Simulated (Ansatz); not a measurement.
# C4H12Ga2O: one species, many methods

An exercise on one series of results from a longer session: the logs are not shown, and one member is left open.

Computed with Ansatz 0.2.0, Gaussian basis. Level: functionals in def2-TZVPP, the program's frozen cores in correlated methods.

The runs, in order: LDA (SPW92), PBE-D4, revPBE-D4, BLYP-D4, r2SCAN-D4, B97M-V, PBE0-D4, B3LYP-D4, r2SCANh-D4, r2SCAN0-D4, HSE06-D4, BHLYP-D4, CAM-B3LYP-D4, LC-ωPBE, ωB97X-V, ωB97M-V, B2PLYP, PBE-QIDH; CCSD(T)/def2-SVP; CCSD(T)/def2-TZVPP; MP2/def2-QZVPP; extrapolation to the limit; RPA on PBE.

**The relaxed structure**

An earlier PBE0-D4 in a triple-zeta def2 set relaxation fixed the geometry.

SMILES `[CH3][Ga]([CH3])[O][Ga]([CH3])[CH3]`, 19 atoms, charge 0, spin multiplicity 1.

Atoms are counted from 1 here; the program's logs count them from 0.

Bond lengths: C1–Ga2 1.963 Å, C1–H8 1.090 Å, C1–H9 1.093 Å, C1–H10 1.093 Å, Ga2–C3 1.971 Å, Ga2–O4 1.787 Å, C3–H11 1.091 Å, C3–H12 1.093 Å, C3–H13 1.093 Å, O4–Ga5 1.786 Å, Ga5–C6 1.963 Å, Ga5–C7 1.971 Å, C6–H14 1.090 Å, C6–H15 1.093 Å, C6–H16 1.093 Å, C7–H17 1.091 Å, C7–H18 1.093 Å, C7–H19 1.093 Å. Angles: Ga2–C1–H8 110.5°, Ga2–C1–H9 110.7°, Ga2–C1–H10 110.7°, H8–C1–H9 108.9°, H8–C1–H10 108.8°, H9–C1–H10 107.2°, C1–Ga2–C3 127.7°, C1–Ga2–O4 114.9°, C3–Ga2–O4 117.5°, Ga2–C3–H11 112.2°, Ga2–C3–H12 110.1°, Ga2–C3–H13 110.3°, H11–C3–H12 108.4°, H11–C3–H13 108.5°, H12–C3–H13 107.2°, Ga2–O4–Ga5 135.9°, O4–Ga5–C6 114.9°, O4–Ga5–C7 117.4° and more.

The first run:

File in.yaml:

```yaml
crystal:
  periodic: [false, false, false]
  atoms:
    - {symbol: C, position_ang: [-1.096315, -2.889603, -1.579964]}
    - {symbol: Ga, position_ang: [-0.263144, -1.156587, -1.185047]}
    - {symbol: C, position_ang: [1.001867, -0.144942, -2.308019]}
    - {symbol: O, position_ang: [-0.745094, -0.428501, 0.373555]}
    - {symbol: Ga, position_ang: [-0.160669, 0.914327, 1.396694]}
    - {symbol: C, position_ang: [-1.385170, 1.450804, 2.834085]}
    - {symbol: C, position_ang: [1.615376, 1.663282, 0.984771]}
    - {symbol: H, position_ang: [-1.764505, -3.185653, -0.770967]}
    - {symbol: H, position_ang: [-1.668010, -2.840835, -2.510313]}
    - {symbol: H, position_ang: [-0.334806, -3.663104, -1.709578]}
    - {symbol: H, position_ang: [1.155744, -0.615223, -3.280493]}
    - {symbol: H, position_ang: [1.969602, -0.067062, -1.805661]}
    - {symbol: H, position_ang: [0.637321, 0.872901, -2.467932]}
    - {symbol: H, position_ang: [-2.294168, 0.849518, 2.805966]}
    - {symbol: H, position_ang: [-1.655850, 2.505492, 2.738096]}
    - {symbol: H, position_ang: [-0.910748, 1.327193, 3.811074]}
    - {symbol: H, position_ang: [1.920732, 2.420575, 1.708564]}
    - {symbol: H, position_ang: [2.367325, 0.869946, 0.974667]}
    - {symbol: H, position_ang: [1.610532, 2.117471, -0.009489]}
basis:
  gaussian: {orbitals: def2-TZVPP}
hamiltonian: {xc: lda}
output: {orbitals: {seedname: orbitals}}
```

Started as:

```sh
$ ansatz run in.yaml --threads 5 --pin off --events-out ev --progress --plain --max-ram 66560MiB --backend cuda --devices 0, --max-vram 37GiB
```

Steps of the session up to this table: LDA; PBE-D4 (GGA); revPBE-D4 (GGA); BLYP-D4 (GGA); r2SCAN-D4 (meta-GGA); B97M-V (meta-GGA); B3LYP-D4 (hybrid); r2SCANh-D4 (hybrid); r2SCAN0-D4 (hybrid); HSE06-D4 (hybrid); BHLYP-D4 (hybrid); CAM-B3LYP-D4 (range-separated); LC-ωPBE (range-separated); ωB97X-V (range-separated); ωB97M-V (range-separated); B2PLYP (double hybrid); PBE-QIDH (double hybrid).

One of the session's tables, all rows but one given; the rest of the session is left out.

It belongs to the step «Orbital energies across the functionals». 

```
  functional  HOMO (eV)  gap (eV)
 LDA (SPW92)      -5.89      4.50
      PBE-D4      -5.70      4.60
   revPBE-D4      -5.62      4.66
     BLYP-D4      -5.57      4.52
   r2SCAN-D4      -5.96      5.15
      B97M-V      -6.05      5.06
     PBE0-D4      -7.01      6.75
    B3LYP-D4          ?         ?
  r2SCANh-D4      -6.46      5.93
  r2SCAN0-D4      -7.20      7.10
    HSE06-D4      -6.61      5.99
    BHLYP-D4      -8.21      8.72
CAM-B3LYP-D4      -8.36      8.97
     LC-ωPBE      -9.67     11.50
     ωB97X-V      -9.34     10.98
     ωB97M-V      -9.25     10.63
```

Estimate the missing values for B3LYP-D4.

Worked estimate for «HOMO (eV)». Against the share of exact exchange, BLYP-D4 (0, -5.57), BHLYP-D4 (0.5, -8.21) give a slope of -5.28 per unit share; at 0.2 the line stands at -6.63.

The run gave: HOMO (eV): -6.78; gap (eV): 6.23. In «HOMO (eV)» the line misses by +0.15.
